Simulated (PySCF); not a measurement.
# C4H12Sn (tetramethyltin): the cost of one run

Computed with PySCF 2.14.0 and routines of our own; the level stands in each step. Atoms count from 0.

### 1 The starting structure

17 atoms, charge 0, multiplicity 1; geometry from: GFN2-xTB.

### 2 Relaxing the molecule at PBE0-D3(BJ)/def2-SVP

Job settings and geometry (Å):

```
{"job": {"xc": "PBE0", "basis": "def2-SVP", "d3": "d3bj", "grid": 1, "maxiter": 30, "shake": 0.01, "kind": "geom"}, "charge": 0, "multiplicity": 1}
C     -0.530920    -1.450550    -1.573500
Sn    -0.006910    -0.005520    -0.003150
C     -0.062130     2.035590    -0.820020
C     -1.393140    -0.152070     1.656730
C      2.015090    -0.463830     0.715890
H     -1.551200    -1.207800    -1.950910
H     -0.525990    -2.440920    -1.195210
H      0.158790    -1.354440    -2.411930
H      0.232100     2.760120    -0.027450
H     -1.037110     2.281910    -1.160550
H      0.645610     2.128550    -1.627570
H     -2.424860     0.069650     1.326760
H     -1.446470    -1.145610     2.064840
H     -1.184770     0.548450     2.453190
H      2.052560    -1.471530     1.133490
H      2.736470    -0.371080    -0.073640
H      2.306360     0.250890     1.503200
```

Started as:

```sh
$ OMP_NUM_THREADS=1 python heavy_run.py task.json out
```

This one command runs all jobs of the session in turn.

**Question.** How long does this first job take on 1 thread of Arm Neoverse V2, shared host, and how much memory does it need?

About 67 s, with a peak of 0.58 GiB.
